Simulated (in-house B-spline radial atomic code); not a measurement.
# Ho⁵⁰⁺: excited configurations

How much energy does it take to promote electrons of Ho⁵⁰⁺ to other shells? Each configuration is solved by itself and compared with the reference.

Program: in-house B-spline radial atomic code version 1. Level of theory: Dirac-Hartree-Fock, average of configuration, Fermi nucleus, basis-set limit. These are calculated values, not measurements, unless marked.

**1. What is computed**

| Item | Value |
| --- | --- |
| element | holmium (Z = 67) |
| charge | +50 |
| electrons | 17 |
| configuration | [Ne] 3s2 3p5 |
| Hamiltonian | Dirac-Coulomb |
| nucleus | Fermi, rms radius 5.202 fm |

Outer shells as boxes (Hund's rule):

[Ne] 3s2 3p5
```
[Ne] core
3s [↑↓]
3p [↑↓][↑↓][↑ ]
```

The boxes draw the filling by Hund's rule, which heavy ions in jj coupling don't follow; these runs average over all states of the configuration.

Input settings:

```ini
Z = 67
electrons = 17.0
configuration = [Ne] 3s2 3p5
hamiltonian = dirac
method = hf
spin_polarised = False
nucleus = fermi
rms_radius = 5.2022
mass_number = 165
atomic_mass = 164.930329116
speed_of_light = 137.035999084
```

The reference is known from an earlier run: -10199.876882 hartree in all. Up to eight levels, counted from the top:

```csv
orbital,occupation,energy (eV),<r> (bohr)
1s1/2,2,-59391.9,0.02073
2s1/2,2,-12795.3,0.08646
2p1/2,2,-12346.5,0.07212
2p3/2,4,-11469.7,0.07900
3s1/2,2,-4981.24,0.2121
3p1/2,1.66667,-4806.72,0.2005
3p3/2,3.33333,-4584.88,0.2109
```

**2. [Ne] 3s1 3p5 5d1**

Input settings:

```ini
Z = 67
electrons = 17.0
configuration = [Ne] 3s1 3p5 5d1
hamiltonian = dirac
method = hf
spin_polarised = False
nucleus = fermi
rms_radius = 5.2022
mass_number = 165
atomic_mass = 164.930329116
speed_of_light = 137.035999084
```

**3. [Ne] 3s2 3p4 5s1**

Changes to the settings of step 2:

```diff
@@ -2,3 +2,3 @@
 electrons = 17.0
-configuration = [Ne] 3s1 3p5 5d1
+configuration = [Ne] 3s2 3p4 5s1
 hamiltonian = dirac
```

**4. [He] 2s2 2p5 3s2 3p5 5s1**

Changes to the settings of step 3:

```diff
@@ -2,3 +2,3 @@
 electrons = 17.0
-configuration = [Ne] 3s2 3p4 5s1
+configuration = [He] 2s2 2p5 3s2 3p5 5s1
 hamiltonian = dirac
```

**5. Run with [Ne] 3s1 3p5 4s1**

Changes to the settings of step 4:

```diff
@@ -2,3 +2,3 @@
 electrons = 17.0
-configuration = [He] 2s2 2p5 3s2 3p5 5s1
+configuration = [Ne] 3s1 3p5 4s1
 hamiltonian = dirac
```

**6. Run with [He] 2s2 2p5 3s2 3p5 7p1**

Changes to the settings of step 5:

```diff
@@ -2,3 +2,3 @@
 electrons = 17.0
-configuration = [Ne] 3s1 3p5 4s1
+configuration = [He] 2s2 2p5 3s2 3p5 7p1
 hamiltonian = dirac
```

**Question.** How far above the reference does each configuration lie (order and size, in eV)?

The runs gave:

| net move | configuration | energy above the reference (eV) | with Breit, QED, recoil (eV) | largest <r> (bohr) |
| --- | --- | --- | --- | --- |
| 3s → 4s | [Ne] 3s1 3p5 4s1 | 2372.32 | 2367.66 | 0.326 |
| 3p → 5s | [Ne] 3s2 3p4 5s1 | 3043.85 | 3039.89 | 0.646 |
| 3s → 5d | [Ne] 3s1 3p5 5d1 | 3493.48 | 3486.38 | 0.643 |
| 2p → 5s | [He] 2s2 2p5 3s2 3p5 5s1 | 10123.0 | 10101.3 | 0.644 |
| 2p → 7p | [He] 2s2 2p5 3s2 3p5 7p1 | 10969.5 | 10946.8 | 1.34 |

Quantum defects of the promoted electron, δ = n − ζ/√(−2ε) with ζ = 51 and ε its orbital energy in hartree:

| promotion | δ |
| --- | --- |
| 3s → 4s | 0.562 |
| 3p → 5s | 0.318 |
| 3s → 5d | 0.121 |
| 2p → 5s | 0.325 |
| 2p → 7p | 0.232 |

**Reading.** The energies run from 2372.32 eV (3s → 4s) to 10969.5 eV (2p → 7p). Koopmans' estimate of the ionisation threshold is 4584.88 eV; 2 configurations exceed it by over 2 % and could autoionise. Of those tabulated, the defect is largest for 4s (0.56) and least for 5d (0.12); at this charge much of the defect is relativistic. Two partly filled shells share a symmetry and can mix in the average, which may lower the energy, for: 3s → 4s; 2p → 5s; 2p → 7p. These are averages over configurations, without correlation, not spectroscopic levels.
